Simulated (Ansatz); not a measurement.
# Sn3Se2S: the cost of one run

Computed with Ansatz 0.2.0 (DFT PBE, scalar-relativistic, plane waves, PAW, unless a step's input says otherwise).

1 further run of the same task is left out (it didn't finish). Runs told in other sessions of the task aren't counted.

**1. The starting structure**

Symmetry: I4/mmm, No. 139, tetragonal system. Conventional cell: a = 4.241 Å, b = 4.241 Å, c = 17.970 Å, α = 90.00°, β = 90.00°, γ = 90.00°. Around Sn (site symmetry 4mm) lie 1 S at 2.92 Å and 5 Se at 3.00 to 3.07 Å. Sn (site symmetry 4/mmm) is surrounded by 2 Se at 3.00 Å and 4 S at 3.00 Å. Around Se (site symmetry 4mm) lie 6 Sn at 3.00 to 3.07 Å. Around S (site symmetry 4/mmm) lie 6 Sn at 2.92 to 3.00 Å.

Structure file:

```cif
data_structure
_symmetry_space_group_name_H-M 'I4/mmm'
_symmetry_Int_Tables_number 139
_cell_length_a 4.2414
_cell_length_b 4.2414
_cell_length_c 17.9698
_cell_angle_alpha 90.000
_cell_angle_beta 90.000
_cell_angle_gamma 90.000
_cell_volume 323.27
loop_
_atom_site_label
_atom_site_type_symbol
_atom_site_symmetry_multiplicity
_atom_site_Wyckoff_symbol
_atom_site_fract_x
_atom_site_fract_y
_atom_site_fract_z
_atom_site_occupancy
Sn1 Sn 4 e 0.50000 0.50000 0.33748 1
Sn2 Sn 2 b 0.50000 0.50000 0.00000 1
Se1 Se 4 e 0.50000 0.50000 0.16680 1
S1 S 2 a 0.00000 0.00000 0.00000 1
```

The start is the relaxed end of an invented cell (made as: elements ordered on the sites of the SnSe type, S/Se on Se (I4/mmm, No. 139)), taken up again for a closer look.

**2. A first look at the guess**

Contents of input.yaml:

```yaml
crystal:
  lattice:
    - [-2.1206951, 2.1206951, 8.9848973]
    - [2.1206951, -2.1206951, 8.9848973]
    - [2.1206951, 2.1206951, -8.9848973]
  atoms:
    - { symbol: Sn, position: [0.837476, 0.837476, 0.0] }
    - { symbol: Sn, position: [0.5, 0.5, 0.0] }
    - { symbol: Sn, position: [0.162524, 0.162524, 0.0] }
    - { symbol: Se, position: [0.6668, 0.6668, 0.0] }
    - { symbol: Se, position: [0.3332, 0.3332, 0.0] }
    - { symbol: S, position: [0.0, 0.0, 0.0] }
basis:
  ecutwfc: 420
kpoints:
  mp_grid: { grid: [6, 6, 6] }
hamiltonian:
  xc: pbe
scf:
  occupations: { method: gaussian, width: 0.1 }
  lower_state_search: "off"
output:
  forces: true
  stress: true
  eigenvalues: true
```

Command:

```
> ansatz run input.yaml --threads 4 --pin off --max-ram 8192MiB --backend cpu --events-out ev --progress --plain --runs-dir out
```

What time and memory should one allow on 4 threads of Arm Neoverse V2, shared host?

About 2.9 s, with a peak of 0.6 GiB.
